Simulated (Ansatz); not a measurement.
## ZnBi3 in Ansatz: convergence with smearing width

Crystal: ZnBi3.

```
Bi Zn
1.0
     4.87316    0.00000    0.00000
     0.00000    4.87316    0.00000
     0.00000    0.00000    4.87316
Bi Zn
3 1
Direct
  0.50000 0.50000 0.00000
  0.50000 0.00000 0.50000
  0.00000 0.50000 0.50000
  0.00000 0.00000 0.00000
```

The cell comes from a database or a generator and needn't be the stable form of this composition.

| Item | Value |
| --- | --- |
| Program | Ansatz 0.2.0 |
| Task | convergence study |
| Functional | PBE |
| Potentials or basis | JTH PAW |
| Cutoff | 1800 eV (not typed: the program's choice for these potentials) |
| k mesh | 5 × 5 × 5 |
| Occupations | methfessel-paxton, width 0.3 eV |
| Spin | no spin polarisation |

These are the settings of the first run; the series varies smearing width, with any setting tied to it.

Hardware: 2 threads of Arm Neoverse V2 (shared host).

```tsv
smearing width	energy less the tightest run, at zero smearing (meV/atom)	pressure (GPa)	SCF cycles	CPU time (s)	peak memory (GiB)
0.3 eV	0.48	0.04	8	19	1.3
0.2 eV	1.07	-0.02	8	19	1.3
0.15 eV	0.76	-0.05	7	19	1.3
0.1 eV	0.19	-0.08	7	19	1.3
0.05 eV	-0.08	-0.08	7	19	1.3
0.025 eV	-0.03	-0.06	7	19	1.3
0.01 eV	-0.01	-0.06	7	19	1.3
0.005 eV	0.00	-0.06	7	19	1.3
```

Against the tightest run, the energy stays within 1 meV/atom from 0.15 eV on; the pressure stays within 0.1 GPa from 0.3 eV on. Narrower smearing needs a denser k mesh, so at a fixed mesh the narrowest width isn't the most accurate. The tightest run that finished is the yardstick and may itself not be fully converged.
